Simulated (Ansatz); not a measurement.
# ZnSe4: the cost of one run

Computed with Ansatz 0.2.0 (DFT PBE, scalar-relativistic, plane waves, PAW, unless a step names another level, unless a step's input says otherwise).

4 further runs of the same task are left out: 4 that didn't finish.

**1. Starting point**

It takes space group C2 (No. 5, monoclinic). Conventional cell: a = 6.764 Å, b = 4.848 Å, c = 8.299 Å, α = 90.00°, β = 107.06°, γ = 90.00°. Zn (site symmetry 2) is surrounded by 4 Se at 2.50 to 2.54 Å. Se (site symmetry 1) is surrounded by 2 Se at 2.30 to 2.49 Å. Se (site symmetry 1) has 1 Se at 2.49 Å and 2 Zn at 2.50 to 2.54 Å as nearest neighbours.

Coordinates:

```xyz
5
Lattice="3.3819 -2.4242 -0.0004 3.3819 2.4242 -0.0004 -2.4336 0.0000 7.9342" Properties=species:S:1:pos:R:3 pbc="T T T"
Zn    3.3819   -2.3602   -0.0004
Se    3.0240    0.0607    4.7331
Se    1.3061    0.0607    3.2003
Se    4.7972    0.8479    1.3314
Se   -0.4671    0.8479    6.6020
```

It came out lowest among 22 distinct ends of the trial cells. At a tolerance of 0.02 Å it has space group C2 (No. 5).

**2. Tight relaxation for the response runs, on the response runs' mesh and smearing**

Contents of input.yaml:

```yaml
crystal:
  lattice:
    - [3.381874689, -2.4242367248, -0.0004046222]
    - [3.381874689, 2.4242367248, -0.0004046222]
    - [-2.4336274103, 0.0, 7.9341694254]
  atoms:
    - { symbol: Zn, position: [0.9867941224, 0.0132058776, 0.0] }
    - { symbol: Se, position: [0.6492324003, 0.6742762315, 0.5966083605] }
    - { symbol: Se, position: [0.3257237685, 0.3507675997, 0.4033916395] }
    - { symbol: Se, position: [0.5947815707, 0.9445318619, 0.1678785631] }
    - { symbol: Se, position: [0.0554681381, 0.4052184293, 0.8321214369] }
basis:
  ecutwfc: 420
kpoints:
  mp_grid: { grid: [8, 8, 4] }
hamiltonian:
  xc: pbe
scf:
  occupations: { method: fixed }
output:
  forces: true
  stress: true
  eigenvalues: true
relax:
  adjacent_minimum: "off"
  f_tol: 0.001
  max_steps: 60
  cell: { stress_tol: 0.01 }
```

Launch:

```bash
> ansatz run input.yaml --threads 3 --pin off --max-ram 7680MiB --backend cpu --events-out ev --progress --plain --runs-dir out
```

Q: Estimate wall time and peak memory on 3 threads of Intel Xeon at 2.70GHz, shared host.

About 72 s, with a peak of 0.68 GiB.
